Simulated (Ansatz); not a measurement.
I need a geometry optimisation of C₂H₉NSi₂, SMILES N[SiH]1CC[SiH2]1. Use the Python package of Ansatz (0.2.0). Use: PBE0, cc-pVDZ basis, multiplicity 1.

```xyz
14

N    -0.7373    2.1259   -0.5331
Si   -0.8155    0.4982   -0.2792
C     0.2107   -0.0414    1.2076
C     0.7506   -1.4111    0.6149
Si    0.7263   -0.8335   -1.2320
H    -1.2672    2.6726    0.2080
H    -1.2678    2.4109   -1.3899
H    -2.1720    0.0366   -0.2299
H     1.0837    0.6591    1.4544
H    -0.3291   -0.1227    2.1735
H    -0.0641   -2.2276    0.7840
H     1.6657   -1.7752    0.9923
H     1.9776   -0.1706   -1.5850
H     0.2255   -1.8503   -2.1566
```

Script `run_opt.py`:
```python
# -*- coding: utf-8 -*-
import itertools

import ansatz as az
from ase.data import atomic_numbers, covalent_radii
import numpy as np

BASIS_SET = 'cc-pVDZ'
FUNCTIONAL = 'PBE0'


def main():
    geometry_ang = [
        ('N', [-0.7373, 2.1259, -0.5331]),
        ('Si', [-0.8155, 0.4982, -0.2792]),
        ('C', [0.2107, -0.0414, 1.2076]),
        ('C', [0.7506, -1.4111, 0.6149]),
        ('Si', [0.7263, -0.8335, -1.232]),
        ('H', [-1.2672, 2.6726, 0.208]),
        ('H', [-1.2678, 2.4109, -1.3899]),
        ('H', [-2.172, 0.0366, -0.2299]),
        ('H', [1.0837, 0.6591, 1.4544]),
        ('H', [-0.3291, -0.1227, 2.1735]),
        ('H', [-0.0641, -2.2276, 0.784]),
        ('H', [1.6657, -1.7752, 0.9923]),
        ('H', [1.9776, -0.1706, -1.585]),
        ('H', [0.2255, -1.8503, -2.1566]),
    ]
    c2h9nsi2 = az.Crystal.molecule()
    for symbol, xyz in geometry_ang:
        c2h9nsi2 = c2h9nsi2.atom(symbol, xyz)

    setup = c2h9nsi2.calculation().basis(gaussian=BASIS_SET).functional(FUNCTIONAL)
    symbols = [site.symbol for site in c2h9nsi2.cartesian_sites]
    start = np.array([site.position_ang for site in c2h9nsi2.cartesian_sites], dtype=float)
    def progress(event):
        if event['event'] == 'relax_step':
            row = event['data']
            print(f'step {row["step"]:3d}  E = {row["lagrangian_ev"]:.6f} eV  largest force component {row["allowed_force_max_ev_ang"]:.4f} eV/A')


    r = setup.relax(force_tolerance=0.005, max_steps=100).session().plan().execute(on_event=progress).report
    end = np.array(r['positions_ang'])

    print(f'E = {r["free_energy_ev"]:.6f} eV = {r["free_energy_ev"] / 27.211386246:.7f} Ha')
    print('converged:', r['converged'], ' doubts:', r['published_state_doubts'] or 'none')

    radius = [covalent_radii[atomic_numbers[s]] for s in symbols]
    span = lambda where, i, j: np.linalg.norm(where[i] - where[j])
    bonded = [(i, j) for i, j in itertools.combinations(range(len(symbols)), 2) if min(span(start, i, j), span(end, i, j)) < 1.2 * (radius[i] + radius[j])]
    print('pair        before    after (A)')
    for i, j in bonded:
        print(f'{symbols[i]}{i}-{symbols[j]}{j}'.ljust(10), f'{span(start, i, j):8.4f} {span(end, i, j):8.4f}')
    for first, second in list(itertools.combinations(bonded, 2)):
        shared = set(first) & set(second)
        if shared and symbols[(j := shared.pop())] != 'H':
            i, k = sorted((set(first) | set(second)) - {j})
            u, v = end[i] - end[j], end[k] - end[j]
            angle = np.degrees(np.arccos(np.clip(u @ v / np.linalg.norm(u) / np.linalg.norm(v), -1, 1)))
            print(f'final angle {symbols[i]}{i}-{symbols[j]}{j}-{symbols[k]}{k}: {angle:.2f} deg')


if __name__ == '__main__':
    main()
```

```console
$ python run_opt.py
step   1  E = -19454.403352 eV  largest force component 5.0233 eV/A
step   2  E = -19455.022672 eV  largest force component 2.0595 eV/A
step   3  E = -19455.115885 eV  largest force component 0.4110 eV/A
step   4  E = -19455.102722 eV  largest force component 0.5563 eV/A
step   5  E = -19455.124989 eV  largest force component 0.1776 eV/A
step   6  E = -19455.129618 eV  largest force component 0.0578 eV/A
step   7  E = -19455.130443 eV  largest force component 0.1789 eV/A
step   8  E = -19455.132737 eV  largest force component 0.1307 eV/A
step   9  E = -19455.136015 eV  largest force component 0.1437 eV/A
step  10  E = -19455.146677 eV  largest force component 0.1325 eV/A
step  11  E = -19455.163339 eV  largest force component 0.1490 eV/A
step  12  E = -19455.181042 eV  largest force component 0.1469 eV/A
step  13  E = -19455.193962 eV  largest force component 0.0345 eV/A
step  14  E = -19455.189453 eV  largest force component 0.1779 eV/A
step  15  E = -19455.198002 eV  largest force component 0.1146 eV/A
step  16  E = -19455.199067 eV  largest force component 0.0857 eV/A
step  17  E = -19455.199674 eV  largest force component 0.0452 eV/A
step  18  E = -19455.199964 eV  largest force component 0.0190 eV/A
step  19  E = -19455.200013 eV  largest force component 0.0043 eV/A
E = -19455.200044 eV = -714.9654144 Ha
converged: True  doubts: none
pair        before    after (A)
N0-Si1       1.6492   1.7500
N0-H5        1.0625   1.0167
N0-H6        1.0473   1.0168
Si1-C2       1.8854   1.9161
Si1-Si4      2.2491   2.3574
Si1-H7       1.4337   1.5033
C2-C3        1.5871   1.5517
C2-H8        1.1462   1.1047
C2-H9        1.1095   1.1017
C3-Si4       1.9353   1.9280
C3-H10       1.1658   1.1034
C3-H11       1.0547   1.1010
Si4-H12      1.4594   1.5056
Si4-H13      1.4627   1.5032
final angle Si1-N0-H5: 115.94 deg
final angle Si1-N0-H6: 117.06 deg
final angle N0-Si1-C2: 117.42 deg
final angle N0-Si1-Si4: 131.22 deg
final angle N0-Si1-H7: 105.67 deg
final angle H5-N0-H6: 108.75 deg
final angle C2-Si1-Si4: 76.23 deg
final angle C2-Si1-H7: 111.64 deg
final angle Si1-C2-C3: 98.42 deg
final angle Si1-C2-H8: 108.11 deg
final angle Si1-C2-H9: 117.72 deg
final angle Si4-Si1-H7: 111.69 deg
final angle Si1-Si4-C3: 75.18 deg
final angle Si1-Si4-H12: 114.04 deg
final angle Si1-Si4-H13: 127.27 deg
final angle C3-C2-H8: 110.03 deg
final angle C3-C2-H9: 115.01 deg
final angle C2-C3-Si4: 99.18 deg
final angle C2-C3-H10: 110.41 deg
final angle C2-C3-H11: 114.41 deg
final angle H8-C2-H9: 107.18 deg
final angle Si4-C3-H10: 108.14 deg
final angle Si4-C3-H11: 117.12 deg
final angle C3-Si4-H12: 110.62 deg
final angle C3-Si4-H13: 117.63 deg
final angle H10-C3-H11: 107.31 deg
final angle H12-Si4-H13: 108.07 deg
```

Total energies depend on the basis set; only differences at equal settings carry meaning. The end point is the stationary point reached from this start; no frequency run checks that it is a minimum, and the basis set is modest. Hardware and time: 2.7 min on 1 thread of Arm Neoverse V2 (shared host), peak memory 0.38 GiB.
